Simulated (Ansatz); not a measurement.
# C5H5NO: small, medium and large basis sets

The task here is to estimate one member of a computed series from the others.

The runs use Ansatz 0.2.0, Gaussian basis; one geometry, several basis sets.

Plan: PBE0-D4/def2-SVP; ωB97M-V/def2-SVP; PBE0-D4/def2-QZVPP; ωB97M-V/def2-QZVPP; the functionals' def2-TZVPP values are taken from earlier runs.

### The geometry

The geometry comes from an earlier relaxation with PBE0-D4 in a triple-zeta def2 set; it is a stationary point, not always the lowest conformer.

SMILES `Oc1ccccn1`, 12 atoms, charge 0, spin multiplicity 1.

Atoms are counted from 1 here; the program's logs count them from 0.

Bond lengths: O1–C2 1.342 Å, O1–H8 0.966 Å, C2–C3 1.395 Å, C2–N7 1.319 Å, C3–C4 1.378 Å, C3–H9 1.082 Å, C4–C5 1.391 Å, C4–H10 1.084 Å, C5–C6 1.381 Å, C5–H11 1.082 Å, C6–N7 1.332 Å, C6–H12 1.086 Å. Angles: C2–O1–H8 106.1°, O1–C2–C3 118.7°, O1–C2–N7 117.3°, C3–C2–N7 123.9°, C2–C3–C4 117.4°, C2–C3–H9 120.1°, C4–C3–H9 122.5°, C3–C4–C5 119.6°, C3–C4–H10 119.9°, C5–C4–H10 120.5°, C4–C5–C6 117.8°, C4–C5–H11 121.5°, C6–C5–H11 120.6°, C5–C6–N7 123.4°, C5–C6–H12 120.7°, N7–C6–H12 115.8°, C2–N7–C6 117.8°.

As a file:

```xyz
12
C5H5NO
O     0.9199   -2.3336    0.1319
C     0.4066   -1.0980    0.0213
C     0.7309   -0.1483    0.9897
C     0.1886    1.1108    0.8492
C    -0.6452    1.3842   -0.2306
C    -0.8954    0.3640   -1.1271
N    -0.3815   -0.8592   -1.0094
H     0.5816   -2.8326   -0.6230
H     1.3846   -0.4117    1.8107
H     0.4135    1.8807    1.5786
H    -1.0874    2.3619   -0.3709
H    -1.5394    0.5263   -1.9864
```

The first run:

in.yaml

```yaml
crystal:
  periodic: [false, false, false]
  atoms:
    - {symbol: O, position_ang: [0.919943, -2.333578, 0.131858]}
    - {symbol: C, position_ang: [0.406610, -1.098032, 0.021337]}
    - {symbol: C, position_ang: [0.730865, -0.148255, 0.989739]}
    - {symbol: C, position_ang: [0.188610, 1.110779, 0.849186]}
    - {symbol: C, position_ang: [-0.645192, 1.384249, -0.230556]}
    - {symbol: C, position_ang: [-0.895366, 0.363972, -1.127090]}
    - {symbol: N, position_ang: [-0.381514, -0.859170, -1.009419]}
    - {symbol: H, position_ang: [0.581623, -2.832643, -0.623039]}
    - {symbol: H, position_ang: [1.384577, -0.411675, 1.810650]}
    - {symbol: H, position_ang: [0.413505, 1.880678, 1.578634]}
    - {symbol: H, position_ang: [-1.087364, 2.361925, -0.370862]}
    - {symbol: H, position_ang: [-1.539397, 0.526350, -1.986440]}
basis:
  gaussian: {orbitals: def2-SVP}
hamiltonian: {xc: pbe0, dispersion: d4}
output: {orbitals: {seedname: orbitals}}
```

Among the steps run: PBE0-D4 in def2-SVP; ωB97M-V in def2-SVP; PBE0-D4 in def2-QZVPP; ωB97M-V in def2-QZVPP.

One table of the session follows, with a row left open; its other results are not shown here.

It belongs to the step «Density functionals: the series». 

| functional | basis | HOMO (eV) |
| --- | --- | --- |
| PBE0-D4 | def2-SVP | -6.87 |
| PBE0-D4 | def2-TZVPP | -6.94 |
| PBE0-D4 | def2-QZVPP | -6.97 |
| ωB97M-V | def2-SVP | ? |
| ωB97M-V | def2-TZVPP | -9.02 |
| ωB97M-V | def2-QZVPP | -9.05 |

Estimate the missing values for ωB97M-V, def2-SVP.

**Answer.** HOMO (eV): -8.93. In the column «HOMO (eV)» it lies between ωB97M-V, def2-TZVPP (-9.02) and PBE0-D4, def2-QZVPP (-6.97).
